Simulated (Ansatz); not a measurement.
**CH₅F₂NOSi: a ladder of functionals and wavefunction methods**

The task here is to estimate one member of a computed series from the others.

Program: Ansatz 0.2.0, Gaussian basis. Level of theory: functionals in def2-TZVPP, the program's frozen cores in correlated methods. These are calculated values, not measurements.

Plan: LDA (SPW92), PBE-D4, revPBE-D4, BLYP-D4, r2SCAN-D4, B97M-V, PBE0-D4, B3LYP-D4, r2SCANh-D4, r2SCAN0-D4, HSE06-D4, BHLYP-D4, CAM-B3LYP-D4, LC-ωPBE, ωB97X-V, ωB97M-V, B2PLYP, PBE-QIDH; CCSD(T)/def2-SVP; CCSD(T)/def2-TZVPP; MP2/def2-QZVPP; extrapolation to the limit; RPA on PBE.

## The relaxed structure

All runs share one geometry, relaxed beforehand with PBE0-D4 in a triple-zeta def2 set.

11 atoms, charge 0, spin multiplicity 1.

Atoms are counted from 1 here; the program's logs count them from 0.

Bond lengths: C1–O2 1.413 Å, C1–H7 1.091 Å, C1–H8 1.093 Å, C1–H9 1.093 Å, O2–Si3 1.611 Å, Si3–N4 1.675 Å, Si3–F5 1.591 Å, Si3–F6 1.585 Å, N4–H10 1.004 Å, N4–H11 1.004 Å. Angles: O2–C1–H7 108.0°, O2–C1–H8 110.5°, O2–C1–H9 111.5°, H7–C1–H8 108.7°, H7–C1–H9 108.9°, H8–C1–H9 109.0°, C1–O2–Si3 126.4°, O2–Si3–N4 108.8°, O2–Si3–F5 107.7°, O2–Si3–F6 113.4°, N4–Si3–F5 115.4°, N4–Si3–F6 108.0°, F5–Si3–F6 103.6°, Si3–N4–H10 122.5°, Si3–N4–H11 122.6°, H10–N4–H11 113.4°.

Set-up of the first run:

Contents of in.yaml:

```yaml
crystal:
  periodic: [false, false, false]
  atoms:
    - {symbol: C, position_ang: [0.018659, -0.659151, 1.808427]}
    - {symbol: O, position_ang: [0.230569, -0.683547, 0.411367]}
    - {symbol: Si, position_ang: [-0.318246, 0.389853, -0.656946]}
    - {symbol: N, position_ang: [0.573157, 0.250519, -2.067831]}
    - {symbol: F, position_ang: [-0.282362, 1.822051, 0.035996]}
    - {symbol: F, position_ang: [-1.847885, 0.189798, -1.021064]}
    - {symbol: H, position_ang: [0.781194, -1.282747, 2.276600]}
    - {symbol: H, position_ang: [-0.966399, -1.065195, 2.054129]}
    - {symbol: H, position_ang: [0.095605, 0.355481, 2.208650]}
    - {symbol: H, position_ang: [1.564901, 0.092983, -2.065763]}
    - {symbol: H, position_ang: [0.216208, 0.532957, -2.963063]}
basis:
  gaussian: {orbitals: def2-TZVPP}
hamiltonian: {xc: lda}
output: {orbitals: {seedname: orbitals}}
```

Run with:

```console
$ ansatz run in.yaml --threads 4 --pin off --events-out ev --progress --plain --max-ram 10444MiB
```

Among the steps run: LDA; PBE-D4 (GGA); revPBE-D4 (GGA); BLYP-D4 (GGA); r2SCAN-D4 (meta-GGA); B97M-V (meta-GGA); PBE0-D4 (hybrid); B3LYP-D4 (hybrid); r2SCANh-D4 (hybrid); r2SCAN0-D4 (hybrid); HSE06-D4 (hybrid); BHLYP-D4 (hybrid); CAM-B3LYP-D4 (range-separated); LC-ωPBE (range-separated); ωB97X-V (range-separated); ωB97M-V (range-separated); B2PLYP (double hybrid); PBE-QIDH (double hybrid).

One of the session's tables, all rows but one given; the rest of the session is left out.

It belongs to the step «Orbital energies across the functionals». 

| functional | HOMO (eV) | LUMO (eV) | gap (eV) |
| --- | --- | --- | --- |
| LDA (SPW92) | -6.79 | -0.26 | 6.54 |
| PBE-D4 | -6.60 | -0.09 | 6.51 |
| revPBE-D4 | -6.53 | -0.01 | 6.52 |
| BLYP-D4 | ? | ? | ? |
| r2SCAN-D4 | -6.94 | 0.63 | 7.56 |
| B97M-V | -7.03 | 0.16 | 7.18 |
| PBE0-D4 | -8.16 | 0.79 | 8.95 |
| B3LYP-D4 | -7.88 | 0.42 | 8.30 |
| r2SCANh-D4 | -7.52 | 0.90 | 8.41 |
| r2SCAN0-D4 | -8.39 | 1.27 | 9.66 |
| HSE06-D4 | -7.74 | 0.42 | 8.17 |
| BHLYP-D4 | -9.60 | 1.42 | 11.02 |
| CAM-B3LYP-D4 | -9.64 | 1.56 | 11.20 |
| LC-ωPBE | -11.09 | 2.94 | 14.03 |
| ωB97X-V | -10.68 | 2.71 | 13.40 |
| ωB97M-V | -10.58 | 2.24 | 12.82 |

**Question.** Estimate the row for BLYP-D4.

Worked estimate for «HOMO (eV)». Against the share of exact exchange, B3LYP-D4 (0.2, -7.88), BHLYP-D4 (0.5, -9.60) give a slope of -5.73 per unit share; at 0 the line stands at -6.73.

**Answer.** HOMO (eV): -6.47; LUMO (eV): -0.12; gap (eV): 6.35. In «HOMO (eV)» the line misses by -0.26.
